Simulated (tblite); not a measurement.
**WSCl4 (SMILES [S]=[W]([Cl])([Cl])([Cl])[Cl]) at IPEA1-xTB (ALPB octanol)**

Aim: a geometry optimisation of WSCl4. 

The calculation is run with tblite 0.8.0.

4 further runs of the same task are left out: 4 set aside as unsound or not needed.

**1. The structure to begin with**

The species is WSCl4 (6 atoms), meant as a singlet with charge 0. SMILES: `[S]=[W]([Cl])([Cl])([Cl])[Cl]`. All atoms were displaced at random from a relaxed shape. The run starts from this shape.

Bond lengths: S1–W2 2.145 Å, W2–Cl3 2.382 Å, W2–Cl4 2.603 Å, W2–Cl5 2.805 Å, W2–Cl6 2.870 Å. Angles: S1–W2–Cl3 100.3°, S1–W2–Cl4 158.0°, S1–W2–Cl5 90.0°, S1–W2–Cl6 77.3°, Cl3–W2–Cl4 76.9°, Cl3–W2–Cl5 133.3°, Cl3–W2–Cl6 76.4°, Cl4–W2–Cl5 77.1°, Cl4–W2–Cl6 80.9°, Cl5–W2–Cl6 61.7°.

**2. A structure relaxation at IPEA1-xTB (ALPB octanol)**

File run.py:

```python
"""IPEA1-xTB geometry optimisation with ASE"""
import json
import numpy as np
from ase import Atom, Atoms
from tblite.ase import TBLite
from ase.units import Hartree
from ase.units import Debye
from ase.optimize import LBFGS

molecule = Atoms([
    Atom("S", (-1.276876, 0.883154, -1.778582)),
    Atom("W", (-0.302759, -0.663508, -0.656916)),
    Atom("Cl", (-1.850928, -0.933531, 1.132880)),
    Atom("Cl", (1.147552, -1.734149, 1.220165)),
    Atom("Cl", (2.139377, 0.694828, -0.900453)),
    Atom("Cl", (0.128166, 1.663245, 0.966459)),
])
start = molecule.get_positions()

molecule.calc = TBLite(method="IPEA1-xTB", solvation=("alpb", "octanol"), verbosity=0)
opt = LBFGS(molecule, trajectory="opt.traj", logfile="-")
done = opt.run(fmax=0.005, steps=200)
print("converged:", done, "after", opt.nsteps, "steps")
print(f"Energy: {molecule.get_potential_energy() / Hartree:.6f} Eh")
print(f"Dipole: {np.linalg.norm(molecule.get_dipole_moment()) / Debye:.4f} D")
print("Charges:", np.round(molecule.get_charges(), 4))
print("Final positions (angstrom):")
for a in molecule:
    print(f"{a.symbol:<2} {a.x:12.6f} {a.y:12.6f} {a.z:12.6f}")
print(f"largest displacement {np.linalg.norm(molecule.positions - start, axis=1).max():.4f} angstrom")
json.dump(dict(energy=molecule.get_potential_energy(), forces=molecule.get_forces().tolist(), dipole=molecule.get_dipole_moment().tolist(), charges=molecule.get_charges().tolist(),
               symbols=molecule.get_chemical_symbols(), start=start.tolist(), final=molecule.positions.tolist(), success=bool(done)), open("results.json", "w"))
```

The run is started by

```console
$ python run.py
```

**Question.** What will come out? Wanted: total energy at the end; dipole moment.

Computed results:

Level: IPEA1-xTB (ALPB octanol).

| quantity | value |
| --- | --- |
| total energy at the end | -23.77536 Eh |
| dipole moment | 1.24 D |

What this shows: At the final geometry: Bond lengths: S1–W2 2.141 Å, W2–Cl3 2.203 Å, W2–Cl4 2.203 Å, W2–Cl5 2.203 Å, W2–Cl6 2.203 Å. Angles: S1–W2–Cl3 103.1°, S1–W2–Cl4 103.0°, S1–W2–Cl5 103.1°, S1–W2–Cl6 103.0°, Cl3–W2–Cl4 87.1°, Cl3–W2–Cl5 153.8°, Cl3–W2–Cl6 87.1°, Cl4–W2–Cl5 87.1°, Cl4–W2–Cl6 154.0°, Cl5–W2–Cl6 87.1°. The optimisation took 44 steps and changed the energy by -6.846 eV.
